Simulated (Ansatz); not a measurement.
**AlBH2Se: functionals against CCSD(T) at one geometry**

The atoms stand at a structure displaced at random from a GFN2-xTB minimum. How far do the functionals agree with CCSD(T) there?

Computed with Ansatz 0.2.0, Gaussian basis. Level: single points in def2-TZVPP.

Correlated methods freeze the cores. Filled d shells of the heavier atoms are correlated.

## (1) The system as given

SMILES `[BH]1[AlH][Se]1`, 5 atoms, charge 0, spin multiplicity 1.

Atoms are counted from 1 here; the program's logs count them from 0.

Bond lengths: B1–Al2 1.869 Å, B1–Se3 2.005 Å, B1–H4 1.201 Å, Al2–Se3 2.296 Å, Al2–H5 1.832 Å. Angles: Al2–B1–Se3 72.6°, Al2–B1–H4 160.4°, Se3–B1–H4 126.7°, B1–Al2–Se3 56.4°, B1–Al2–H5 167.8°, Se3–Al2–H5 135.5°, B1–Se3–Al2 51.0°.

Geometry (Å):

```xyz
5
AlBH2Se
B    -0.76310   -0.56510   -0.33310
Al    0.51420    0.74890    0.03400
Se    0.29890   -1.18780    1.24920
H    -1.71670   -1.11160   -0.81660
H     1.66140    2.17670    0.04420
```

## (2) CCSD(T)/def2-TZVPP

run/in.yaml reads:

```yaml
crystal:
  periodic: [false, false, false]
  atoms:
    - {symbol: B, position_ang: [-0.763100, -0.565100, -0.333100]}
    - {symbol: Al, position_ang: [0.514200, 0.748900, 0.034000]}
    - {symbol: Se, position_ang: [0.298900, -1.187800, 1.249200]}
    - {symbol: H, position_ang: [-1.716700, -1.111600, -0.816600]}
    - {symbol: H, position_ang: [1.661400, 2.176700, 0.044200]}
basis:
  gaussian: {orbitals: def2-TZVPP}
correlation: {method: ccsd_t}
output: {forces: true}
```

The command line of these runs was not kept.

## (3) PBE0-D4/def2-TZVPP

Edit run/in.yaml of step 2 so:

```diff
@@ -10,3 +10,3 @@
   gaussian: {orbitals: def2-TZVPP}
-correlation: {method: ccsd_t}
-output: {forces: true}
+hamiltonian: {xc: pbe0, dispersion: d4}
+output: {forces: true, orbitals: {seedname: orbitals}}
```

## (4) wB97M-V/def2-TZVPP

Edit run/in.yaml of step 3 so:

```diff
@@ -10,3 +10,3 @@
   gaussian: {orbitals: def2-TZVPP}
-hamiltonian: {xc: pbe0, dispersion: d4}
-output: {forces: true, orbitals: {seedname: orbitals}}
+hamiltonian: {xc: {name: wB97M-V}}
+output: {forces: true}
```

## (5) r2SCAN-D4/def2-TZVPP

Edit run/in.yaml of step 4 so:

```diff
@@ -10,3 +10,3 @@
   gaussian: {orbitals: def2-TZVPP}
-hamiltonian: {xc: {name: wB97M-V}}
+hamiltonian: {xc: r2scan, dispersion: d4}
 output: {forces: true}
```

## (6) PBE-D4/def2-TZVPP

Edit run/in.yaml of step 5 so:

```diff
@@ -10,3 +10,3 @@
   gaussian: {orbitals: def2-TZVPP}
-hamiltonian: {xc: r2scan, dispersion: d4}
+hamiltonian: {xc: pbe, dispersion: d4}
 output: {forces: true}
```

## (7) B97M-V/def2-TZVPP

Edit run/in.yaml of step 6 so:

```diff
@@ -10,3 +10,3 @@
   gaussian: {orbitals: def2-TZVPP}
-hamiltonian: {xc: pbe, dispersion: d4}
+hamiltonian: {xc: {name: B97M-V}}
 output: {forces: true}
```

## (8) r2SCAN0-D4/def2-TZVPP

Edit run/in.yaml of step 7 so:

```diff
@@ -10,3 +10,3 @@
   gaussian: {orbitals: def2-TZVPP}
-hamiltonian: {xc: {name: B97M-V}}
+hamiltonian: {xc: {name: r2SCAN0}, dispersion: d4}
 output: {forces: true}
```

(Steps that only read results are left out.)

**Question.** What will these runs give? Wanted: energy less free atoms, CCSD(T)/def2-TZVPP; RMS force component; RMS force error; HOMO and LUMO, PBE0-D4; T1 diagnostic.

**Answer**, as computed:

| quantity | value |
| --- | --- |
| energy less free atoms, CCSD(T)/def2-TZVPP | -316.4 kcal/mol |
| RMS force component | 1.501 to 1.620 eV/Å over the methods |
| RMS force error | PBE0-D4 0.132, wB97M-V 0.162, r2SCAN-D4 0.090, PBE-D4 0.145, B97M-V 0.180, r2SCAN0-D4 0.155 eV/Å |
| HOMO and LUMO, PBE0-D4 | -6.86 and -2.59 eV |
| T1 diagnostic | 0.016 |

In words: Against CCSD(T) the functionals' energies less atoms differ by -18.4 to -8.4 kcal/mol, PBE-D4 by -18.1 kcal/mol. A larger basis would deepen the CCSD(T) value, while the functionals are nearly converged already, so the order here is not reliable. For forces r2SCAN-D4 does best and B97M-V worst. Frozen-core CCSD(T) forces in triple zeta carry basis errors of their own, and this is one geometry, so small gaps rank nothing.
